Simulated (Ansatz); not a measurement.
**CoPtO2: ferro- or antiferromagnet**

Aim: compare arrangements of the moments in a cell of CoPtO2: parallel, none, and patterns of up and down. The runs shown use PAW. Its runs: parallel moments (PAW); no spin polarisation (PAW).

Method: DFT, PBE, PAW with Ansatz's default frozen-core files, scalar-relativistic, in Ansatz 0.2.0.

**1. The starting structure**

The structure is trigonal, space group R-3m (No. 166). The conventional cell has a = 2.825 Å, b = 2.825 Å, c = 17.818 Å, α = 90.00°, β = 90.00°, γ = 120.00°. Around Co (site symmetry -3m) lie 6 O at 1.90 Å. Around Pt (site symmetry -3m) lie 2 O at 2.00 Å. Around O (site symmetry 3m) lie 3 Co at 1.90 Å and 1 Pt at 2.00 Å.

Coordinates:

```
CELL_PARAMETERS angstrom
1.41227 0.81537 5.93939
-1.41227 0.81537 5.93939
0.00000 -1.63075 5.93939
ATOMIC_POSITIONS crystal
Co 0.50000 0.50000 0.50000
Pt 0.00000 0.00000 0.00000
O 0.88776 0.88776 0.88776
O 0.11224 0.11224 0.11224
```

In patterns such as +-, the signs follow the magnetic atoms in the order of the input.

Atoms are numbered in the order of the input: Co1, Pt2, O3, O4.

**2. Parallel moments, PAW**

Contents of input.yaml:

```yaml
crystal:
  lattice:
    - [1.4122699173, 0.8153744169, 5.9393891094]
    - [-1.4122699173, 0.8153744169, 5.9393891094]
    - [0.0, -1.6307488338, 5.9393891094]
  atoms:
    - { symbol: Co, position: [0.5, 0.5, 0.5], spin: 2.0 }
    - { symbol: Pt, position: [0.0, 0.0, 0.0], spin: 0.6 }
    - { symbol: O, position: [0.88775597, 0.88775597, 0.88775597] }
    - { symbol: O, position: [0.11224403, 0.11224403, 0.11224403] }
magnetization:
  spin_polarized: true
kpoints:
  mp_grid: { grid: [12, 12, 12] }
scf:
  occupations: { method: fermi_dirac, width: 0.05 }
  lower_state_search: "off"
hamiltonian:
  xc: pbe
  pseudopotentials: { kind: paw }
output:
  forces: true
  stress: true
  eigenvalues: true
  populations: true
  write_density: true
  write_potential: true
  elf: true
  volumetric_format: npy
```

The run is started by

```sh
$ ansatz run input.yaml --threads 2 --pin off --max-ram 6144MiB --backend cpu --events-out ev --progress --plain --runs-dir out
```

**3. No spin polarisation, PAW**

input.yaml: that of step 2 with these lines changed.

```diff
@@ -6,8 +6,6 @@
   atoms:
-    - { symbol: Co, position: [0.5, 0.5, 0.5], spin: 2.0 }
-    - { symbol: Pt, position: [0.0, 0.0, 0.0], spin: 0.6 }
+    - { symbol: Co, position: [0.5, 0.5, 0.5] }
+    - { symbol: Pt, position: [0.0, 0.0, 0.0] }
     - { symbol: O, position: [0.88775597, 0.88775597, 0.88775597] }
     - { symbol: O, position: [0.11224403, 0.11224403, 0.11224403] }
-magnetization:
-  spin_polarized: true
 kpoints:
@@ -24,3 +22,2 @@
   eigenvalues: true
-  populations: true
   write_density: true
```

(Steps that only read results are left out.)

What does the calculation give? Wanted: lowest.

**Answer**, as computed:

| quantity | value |
| --- | --- |
| lowest (PAW) | parallel moments, 0.0 meV a magnetic atom from the reference |

By PAW the lowest run is «parallel moments», 0.0 meV a magnetic atom under «no spin polarisation», too close to call. In «parallel moments» the moments died away, leaving the non-magnetic state. A run can end in another pattern than it began with. Only this cell's orders were tried, so longer waves of spin are out of reach. Spin-orbit coupling is left out, though the cell holds Pt; in elements this heavy it can shift bands and gaps by tenths of an eV. CoPtO2 has an odd count of electrons, so a run without spin can force a false metal and spoil its energy; that holds for the runs without spin alone. No U acts on the open 3d shell, so the metal found here may be the functional's error.
